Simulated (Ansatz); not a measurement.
## Cl₂FGeH₃Si, SMILES F[SiH](Cl)[GeH2][Cl]: a rigid torsion scan

Run with Ansatz 0.2.0 through its Python package.

The script, `torsion_cl2fgeh3si.py`:
```python
"""Energy of Cl2FGeH3Si as one group turns about a bond."""

import ansatz as az
from ase import Atoms

atoms = Atoms(["F", "Si", "Cl", "Ge", "Cl", "H", "H", "H"], positions=[
    (-1.3814, -0.8734, -1.64),
    (-1.1337, 0.1119, -0.2876),
    (-1.3608, 2.1412, -0.7939),
    (1.0945, -0.2726, 0.4621),
    (2.4333, 0.2385, -1.1066),
    (-2.0915, -0.215, 0.7695),
    (1.2014, -1.7826, 0.8219),
    (1.3303, 0.595, 1.7189),
])

# start the scan from a relaxed geometry
first = (
    az.Crystal.molecule_from_ase(atoms).calculation()
    .basis(gaussian="def2-SVP")  # the orbital basis, by name
    .functional("cam_b3lyp")
    .relax(force_tolerance=0.02, max_steps=80)
)
atoms.positions = first.run(threads=1).report["positions_ang"]

start = atoms.get_dihedral(0, 1, 3, 4)
energies = {}
for turn in range(0, 360, 30):
    turned = atoms.copy()
    turned.set_dihedral(0, 1, 3, 4, start + turn, indices=[3, 4, 6, 7])
    setup = (
        az.Crystal.molecule_from_ase(turned).calculation()
        .basis(gaussian="def2-SVP")
        .functional("cam_b3lyp")
    )
    energies[round((start + turn) % 360)] = setup.run(threads=1).report["free_energy_ev"]
floor = min(energies.values())
print("dihedral F0-Si1-Ge3-Cl4 (deg)   E - E(min) (kcal/mol)")
for angle, e in sorted(energies.items()):
    print(f"{angle:8d} {23.060548 * (e - floor):14.3f}  " + "#" * int(30 * (e - floor) / max(max(energies.values()) - floor, 1e-9)))
```

`python torsion_cl2fgeh3si.py` gives:
```text
dihedral F0-Si1-Ge3-Cl4 (deg)   E - E(min) (kcal/mol)
      29          1.292  #######################
      59          0.793  ##############
      89          1.104  ####################
     119          1.442  ##########################
     149          0.861  ###############
     179          0.109  ##
     209          0.317  #####
     239          0.721  #############
     269          0.241  ####
     299          0.000
     329          0.870  ###############
     359          1.632  ##############################
```

The scan is rigid and the energies are electronic, in a modest basis. With rigid groups the curve can differ much from the relaxed path, the start wasn't checked as a minimum of this torsion, and equivalent turns needn't return to the same energy. Timing: 2.5 min on 1 thread of Arm Neoverse V2 (shared host), peak memory 0.44 GiB.
